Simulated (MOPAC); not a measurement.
Settings test, MOPAC on CdTe

Simulated with MOPAC 23.2.5. This is a test of settings. The cell was built from a prototype and was relaxed with r2SCAN in plane waves (Ansatz 0.2.0). Not every such cell is a known phase. All runs are without spin polarisation.

The symmetry is F-43m (No. 216, cubic); conventional cell a = 6.560 Å, 35.29 Å³ an atom. Cd has 4 Te at 2.84 Å; Te has 4 Cd at 2.84 Å.

The base run uses PM7 on a cluster of 64 atoms.

```
PM7 1SCF GRADIENTS AUX(PRECISION=6) THREADS=1
crystal as a cluster of 2x2x2 conventional cells

Cd 9.839865 1 0.000000 1 -9.839865 1
Te 11.479843 1 1.639978 1 -8.199888 1
Cd 3.279955 1 0.000000 1 -9.839865 1
Te 4.919933 1 1.639978 1 -8.199888 1
Cd 6.559910 1 3.279955 1 -9.839865 1
Te 8.199888 1 4.919933 1 -8.199888 1
Cd 9.839865 1 6.559910 1 -9.839865 1
Te 11.479843 1 8.199888 1 -8.199888 1
Cd 6.559910 1 0.000000 1 -6.559910 1
Te 8.199888 1 1.639978 1 -4.919933 1
Cd 9.839865 1 3.279955 1 -6.559910 1
Te 11.479843 1 4.919933 1 -4.919933 1
Cd 9.839865 1 0.000000 1 -3.279955 1
Te 11.479843 1 1.639978 1 -1.639978 1
Cd 0.000000 1 3.279955 1 -9.839865 1
Te 1.639978 1 4.919933 1 -8.199888 1
Cd 3.279955 1 6.559910 1 -9.839865 1
Te 4.919933 1 8.199888 1 -8.199888 1
Cd 6.559910 1 9.839865 1 -9.839865 1
Te 8.199888 1 11.479843 1 -8.199888 1
Cd 0.000000 1 0.000000 1 -6.559910 1
Te 1.639978 1 1.639978 1 -4.919933 1
[... 28 lines left out ...]
Cd 0.000000 1 0.000000 1 0.000000 1
Te 1.639978 1 1.639978 1 -11.479843 1
Cd 3.279955 1 3.279955 1 0.000000 1
Te 4.919933 1 4.919933 1 -11.479843 1
Cd 6.559910 1 6.559910 1 0.000000 1
Te 8.199888 1 8.199888 1 -11.479843 1
Cd 9.839865 1 9.839865 1 0.000000 1
Te 11.479843 1 11.479843 1 -11.479843 1
Cd 0.000000 1 9.839865 1 -3.279955 1
Te 1.639978 1 11.479843 1 -1.639978 1
Cd 0.000000 1 6.559910 1 0.000000 1
Te 1.639978 1 8.199888 1 -11.479843 1
Cd 3.279955 1 9.839865 1 0.000000 1
Te 4.919933 1 11.479843 1 -11.479843 1
Tv 13.119820 1 0.000000 1 0.000000 1
Tv 0.000000 1 0.000000 1 -13.119820 1
Tv 0.000000 1 13.119820 1 0.000000 1
```

Command: `mopac run.mop`. It took 2 s on 1 thread of Arm Neoverse V1, with other jobs on the host, peak memory 0.022 GiB.

It converged with a gap of 5.53 eV. MOPAC's gap is a Hartree-Fock orbital gap, usually far wider than a measured one, and its energy is the heat of formation.

Each further run moved one setting: method (Hamiltonian); CUTOFP (reach of the lattice sums in Å); cluster (size of the cluster in conventional cells). Changes are from the base run, which isn't itself converged in every setting; energies of another Hamiltonian, functional, basis or charge aren't compared.

| setting | how it ended | gap change (eV) | energy change (meV/atom) | time (s) |
| --- | --- | --- | --- | --- |
| method = AM1 | refused | – | – | 0.05 |
| method = PM6-ORG | refused | – | – | 0.05 |
| CUTOFP = 40 | converged | 0.02 | -1.2 | 2.2 |
| method = PM3 | converged | -4.20 | – | 2.2 |
| method = PM8 (poor on purpose) | refused | – | – | 0.05 |
| cluster = 1x1x1 (poor on purpose) | refused | – | – | 0.05 |

With method = AM1 nothing was computed: the Hamiltonian has no parameters for an element here. With method = PM6-ORG nothing was computed: the Hamiltonian has no parameters for an element here. With method = PM8 nothing was computed: the Hamiltonian has no parameters for an element here. With cluster = 1x1x1 nothing was computed: the program refuses so small a cluster.

The end of the log, shortened, for method = AM1:

```
          CARTESIAN COORDINATES
    NO.       ATOM           X           Y           Z
 DATA ARE NOT AVAILABLE FOR ELEMENT NO. 48
          SOME ELEMENTS HAVE BEEN SPECIFIED FOR WHICH
          NO PARAMETERS ARE AVAILABLE.  CALCULATION STOPPED.
          Parameters for some elements are missing
           Empirical Formula: Cd32 Te32  =    64 atoms
 *     Error and normal termination messages reported in this calculation     *
 * Parameters for some elements are missing                                   *
 * JOB ENDED NORMALLY                                                         *
 TOTAL JOB TIME:             0.01 SECONDS
 == MOPAC DONE ==
```

No spin-orbit coupling is included; it can move band edges with weight on the heavy atoms by tenths of an eV.
